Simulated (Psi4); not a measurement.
# BHBr (SMILES [BH]Br) at U-r2SCAN/def2-TZVP (sweep point 3)

What is the vertical doublet–quartet gap of BHBr at U-r2SCAN/def2-TZVP (sweep point 3)? 

Program for the calculation: Psi4 1.11.

### Step 1. The system as given

BHBr: 3 atoms, total charge 0, spin state doublet. As SMILES, `[BH]Br`. The coordinates come from a PBE0-D4/def2-TZVP relaxation.

Bond lengths: B1–Br2 1.868 Å, B1–H3 1.193 Å. Angles: Br2–B1–H3 123.6°.

### Step 2. The energy at U-r2SCAN/def2-TZVP (sweep point 3)

Contents of calc.dat:

```
memory 1600 MB

molecule m {
  0 2
  B     -0.17857912    -0.98832676    -0.21864131
  Br     2.23176655     1.06429375     1.34132760
  H     -2.07378545    -0.19842124    -1.14763068
  units au
  symmetry c1
}

set basis def2-TZVP
set reference uks
set puream true
set scf_type pk
set dft_radial_points 99
set dft_spherical_points 590
set maxiter 150

e_tot, wfn = energy('r2scan', return_wfn=True)
```

Run with:

```
$ psi4 calc.dat calc.out -n 1
```

calc.out, shortened:

```text
[...]
  Running in c1 symmetry.
[...]
  Nuclear repulsion =   58.623728489698934
[...]
  Multiplicity = 2
[...]
  Nalpha       = 21
  Nbeta        = 20
[...]
    Number of basis functions: 85
[...]
   @UKS iter   1: -2599.17291406169443   -1.30123e+00   1.81286e-02 ADIIS/DIIS
[...]
   @UKS iter   9: -2599.52088768396015   -2.45841e-08   6.35608e-07 DIIS
[...]
   @S^2 Observed:                7.543464310E-01
[...]
    Orbital Energies [Eh]
    ---------------------
    Alpha Occupied:
       1A   -482.246571     2A    -62.321679     3A    -56.102058
       4A    -56.100875     5A    -56.100112     6A     -8.655734
       7A     -6.710168     8A     -6.457836     9A     -6.453774
      10A     -6.450753    11A     -2.557190    12A     -2.556125
      13A     -2.554047    14A     -2.550864    15A     -2.550627
      16A     -0.774716    17A     -0.479015    18A     -0.375593
      19A     -0.320094    20A     -0.315034    21A     -0.194359
    Alpha Virtual:
      22A     -0.109502    23A      0.037887    24A      0.066729
      25A      0.123853    26A      0.132211    27A      0.148200
[...]
  @UKS Final Energy: -2599.52088768396015
   => Energetics <=
    Nuclear Repulsion Energy =             58.6237284896989337
    One-Electron Energy =               -3731.7684843995575648
    Two-Electron Energy =                1169.3133240084257523
    DFT Exchange-Correlation Energy =     -95.6894557825269914
    Empirical Dispersion Energy =           0.0000000000000000
    VV10 Nonlocal Energy =                  0.0000000000000000
    Total Energy =                      -2599.5208876839601544
[...]
 Multipole Moments:
 ------------------------------------------------------------------------------------
     Multipole            Electronic (a.u.)      Nuclear  (a.u.)        Total (a.u.)
 ------------------------------------------------------------------------------------
 L = 1.  Multiply by 2.5417464519 to convert [e a0] to [Debye]
 Dipole X            :          2.7357662           -2.8160972           -0.0803310
 Dipole Y            :          0.9317357           -0.7678435            0.1638922
 Dipole Z            :         -0.0000000            0.0000000           -0.0000000
 Magnitude           :                                                    0.1825205
[...]
```

Wall time 12 s (1 thread of Intel Xeon 6975P-C (Granite Rapids), shared host); peak memory 0.79 GiB.

### Step 3. The quartet, same level

Contents of bbrh.dat:

```
memory 1.6 GB

molecule m {
  0 4
  B     -0.17857912    -0.98832676    -0.21864131
  Br     2.23176655     1.06429375     1.34132760
  H     -2.07378545    -0.19842124    -1.14763068
  units bohr
  symmetry c1
}

set globals {
  basis def2-TZVP
  reference uks
  puream true
  scf_type pk
  dft_radial_points 99
  dft_spherical_points 590
  maxiter 150
}

e = energy('r2scan')
```

Run with:

```
$ psi4 -n 1 bbrh.dat bbrh.out
```

bbrh.out, shortened:

```text
[...]
  Running in c1 symmetry.
[...]
  Nuclear repulsion =   58.623728489698934
[...]
  Multiplicity = 4
[...]
  Nalpha       = 22
  Nbeta        = 19
[...]
    Number of basis functions: 85
[...]
   @UKS iter   1: -2598.95728234140097   -1.08560e+00   1.74901e-02 DIIS/ADIIS
[...]
   @UKS iter  12: -2599.34154614737145   -4.23279e-08   2.99305e-07 DIIS
[...]
   @S^2 Observed:                3.756366756E+00
[...]
    Orbital Energies [Eh]
    ---------------------
    Alpha Occupied:
       1A   -482.316677     2A    -62.389305     3A    -56.173192
       4A    -56.168427     5A    -56.166969     6A     -8.723595
       7A     -6.645206     8A     -6.532305     9A     -6.519894
      10A     -6.514457    11A     -2.630147    12A     -2.628111
      13A     -2.623887    14A     -2.614509    15A     -2.614305
      16A     -0.835174    17A     -0.501309    18A     -0.401439
      19A     -0.384310    20A     -0.360004    21A     -0.184055
      22A     -0.133730
    Alpha Virtual:
      23A      0.017656    24A      0.053174    25A      0.115360
[...]
  @UKS Final Energy: -2599.34154614737145
   => Energetics <=
    Nuclear Repulsion Energy =             58.6237284896989337
    One-Electron Energy =               -3729.6262548488166431
    Two-Electron Energy =                1167.3408371582338532
    DFT Exchange-Correlation Energy =     -95.6798569464874333
    Empirical Dispersion Energy =           0.0000000000000000
    VV10 Nonlocal Energy =                  0.0000000000000000
    Total Energy =                      -2599.3415461473714458
[...]
 Multipole Moments:
 ------------------------------------------------------------------------------------
     Multipole            Electronic (a.u.)      Nuclear  (a.u.)        Total (a.u.)
 ------------------------------------------------------------------------------------
 L = 1.  Multiply by 2.5417464519 to convert [e a0] to [Debye]
 Dipole X            :          3.4707323           -2.8160972            0.6546351
 Dipole Y            :          1.4846475           -0.7678435            0.7168040
 Dipole Z            :          0.0000000            0.0000000            0.0000000
 Magnitude           :                                                    0.9707498
[...]
```

It took 14 s on 1 thread of Intel Xeon 6975P-C (Granite Rapids), shared host; peak memory 0.79 GiB.

### Step 4. Outcome

At U-r2SCAN/def2-TZVP (sweep point 3):

```
                                        quantity           value
                           doublet: total energy  -2599.52089 Eh
                          doublet: dipole moment          0.46 D
     doublet: HOMO energy (highest over α and β)        -5.29 eV
      doublet: LUMO energy (lowest over α and β)        -2.98 eV
                                   doublet: ⟨S²⟩           0.754
                           quartet: total energy  -2599.34155 Eh
                          quartet: dipole moment          2.47 D
     quartet: HOMO energy (highest over α and β)        -3.64 eV
                                   quartet: ⟨S²⟩           3.756
vertical energy of the quartet above the doublet        4.880 eV
```

At this shape the quartet lies 4.88 eV (113 kcal/mol) above the doublet.
